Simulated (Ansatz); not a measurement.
**CH4AlIn (SMILES [CH2]1[AlH][InH]1): wB97X/def2-SVPD (core potential)**

Aim: the electronic atomisation energy of CH4AlIn at wB97X/def2-SVPD (core potential), from 5 runs. 

The results are computed with Ansatz 0.2.0.

54 further runs of the same task are left out: 54 set aside as unsound or not needed.

## 1. The system as given

The species is CH4AlIn (7 atoms), meant as a singlet with charge 0. As SMILES, `[CH2]1[AlH][InH]1`. The coordinates come from a PBE0-D4/def2-TZVP relaxation.

Bond lengths: C1–Al2 1.874 Å, Al2–In3 2.543 Å, C1–H4 1.102 Å, C1–H5 1.092 Å, Al2–H6 1.584 Å, In3–H7 1.731 Å. Angles: C1–Al2–In3 65.0°, C1–Al2–H6 138.7°, In3–Al2–H6 138.8°, Al2–C1–H4 120.2°, Al2–C1–H5 127.0°, Al2–In3–H7 161.6°, H4–C1–H5 107.9°.

## 2. The energy at wB97X/def2-SVPD (core potential)

Input file molecule.yaml:

```yaml
crystal:
  periodic: [false, false, false]
  atoms:
    - symbol: C
      position_ang: [-0.613000, 0.132400, -0.657400]
    - symbol: Al
      position_ang: [-0.455200, 0.915100, 1.037900]
    - symbol: In
      position_ang: [1.229300, -0.924400, 0.544100]
    - symbol: H
      position_ang: [-0.896900, -0.927600, -0.754800]
    - symbol: H
      position_ang: [-0.866200, 0.635300, -1.593000]
    - symbol: H
      position_ang: [-0.487600, 2.358400, 1.689000]
    - symbol: H
      position_ang: [2.089500, -2.189200, -0.265800]
basis:
  gaussian:
    orbitals: def2-SVPD
hamiltonian:
  xc: {name: wB97X}
accuracy: high
output:
  orbitals: {seedname: orbitals}
```

On the command line:

```sh
ansatz run molecule.yaml --threads 1 --pin off --max-ram 3480MiB --events-out events.jsonl --progress --plain --runs-dir runs
```

Standard output:

```text
Warning: RAYON_NUM_THREADS=1 ignored (pool sized by the plan → 1); use --threads N
Functional definition: wB97X
  name "wB97X"
  parameter omega = 0.3/bohr
  parameter cx = 0.157706
  parameter cx1 = 0.726479
  parameter cx2 = 1.04760
  parameter cx3 = -5.70635
  parameter cx4 = 13.2794
  parameter css1 = -4.33879
  parameter css2 = 18.2308
  parameter css3 = -31.7430
  parameter css4 = 17.2901
  parameter cos1 = 2.37031
  parameter cos2 = -11.3995
  parameter cos3 = 6.58405
  parameter cos4 = -3.78132
  exchange = spin_sum(e_x_unif_sr(omega)*poly(b97_u_x, 1 - cx, cx1, cx2, cx3, cx4)) + cx*exact_x_sr(omega)
      + exact_x_lr(omega)
  correlation = spin_sum(e_c_pw_same_spin*poly(b97_u_same, 1, css1, css2, css3, css4))
      + integral(e_c_pw_opposite_spin*poly(b97_u_opposite, 1, cos1, cos2, cos3, cos4))
2281 factors; integrals over basis functions are off by at most 3.5e-9 eV
579 factors; integrals over basis functions are off by at most 1.5e-9 eV
mean field evaluation 1: about -12862.3123 eV, gradient 4.6e1 eV
mean field evaluation 2: about -12860.2777 eV, gradient 5.1e1 eV
mean field evaluation 4: about -12868.4103 eV, gradient 7.9e-1 eV
mean field evaluation 8: about -12868.4398 eV, gradient 1.0e-1 eV
mean field evaluation 16: about -12868.4400 eV, gradient 5.5e-4 eV
mean field -12868.44002125 eV, -472.9064482389 hartree, gradient 3.5e-8 eV, S^2 0.000000; 0 other end points of the search recorded, 0 dependent functions left out
reference -12868.44001693 eV, -472.9064480804 hartree; 22, 22 occupied and 86, 86 virtual orbitals, 2281 factors
Total energy: -12868.44001693 eV, -472.9064480804 hartree
```

It took 40 s on 1 thread of Arm Neoverse V2, shared host; peak memory 0.69 GiB.

## 3. The Al atom at the same level

Input file in.yaml:

```yaml
basis:
  gaussian:
    orbitals: def2-SVPD
crystal:
  periodic: [false, false, false]
  atoms:
    - symbol: Al
      position_ang: [0.000000, 0.000000, 0.000000]
hamiltonian:
  xc: {name: wB97X}
total_charge: 0
accuracy: high
magnetization:
  spin_polarized: true
  initial_magnetization: 1
```

Run the same way, it converges to -242.26720 Eh (log not shown).

## 4. The C atom at the same level

Input file molecule.yaml:

```yaml
crystal:
  periodic: [false, false, false]
  atoms:
    - {symbol: C, position_ang: [0.000000, 0.000000, 0.000000]}
basis:
  gaussian:
    orbitals: def2-SVPD
magnetization:
  spin_polarized: true
  initial_magnetization: 2
hamiltonian:
  xc: {name: wB97X}
accuracy: high
```

Run the same way, it converges to -37.80235 Eh (log not shown).

## 5. The H atom at the same level

Input file in.yaml:

```yaml
crystal:
  periodic: [false, false, false]
  atoms:
    - {symbol: H, position_ang: [0.000000, 0.000000, 0.000000]}
basis:
  gaussian: {orbitals: def2-SVPD}
magnetization: {spin_polarized: true, initial_magnetization: 1}
hamiltonian: {xc: {name: wB97X}}
accuracy: high
```

Run the same way, it converges to -0.50060 Eh (log not shown).

## 6. The In atom at the same level

Input file input.yaml:

```yaml
crystal:
  periodic: [false, false, false]
  atoms:
    - symbol: In
      position_ang: [0.000000, 0.000000, 0.000000]
basis:
  gaussian: {orbitals: def2-SVPD}
magnetization: {spin_polarized: true, initial_magnetization: 1}
hamiltonian: {xc: {name: wB97X}}
accuracy: high
```

Run the same way, it converges to -190.13971 Eh (log not shown).

## 7. Summary of results

At wB97X/def2-SVPD (core potential):

| quantity | value |
| --- | --- |
| molecule: total energy | -472.90645 Eh |
| molecule: HOMO energy | -7.69 eV |
| molecule: LUMO energy | -0.41 eV |
| molecule: HOMO–LUMO gap | 7.28 eV |
| Al atom: total energy | -242.26720 Eh |
| Al atom: ⟨S²⟩ | 0.755 |
| C atom: total energy | -37.80235 Eh |
| C atom: ⟨S²⟩ | 2.006 |
| H atom: total energy | -0.50060 Eh |
| H atom: ⟨S²⟩ | 0.750 |
| In atom: total energy | -190.13971 Eh |
| In atom: ⟨S²⟩ | 0.752 |
| electronic atomisation energy | 18.906 eV |

What this shows: Taking the molecule apart into free atoms costs 18.91 eV (1824 kJ/mol), before zero-point energy and without spin-orbit coupling.
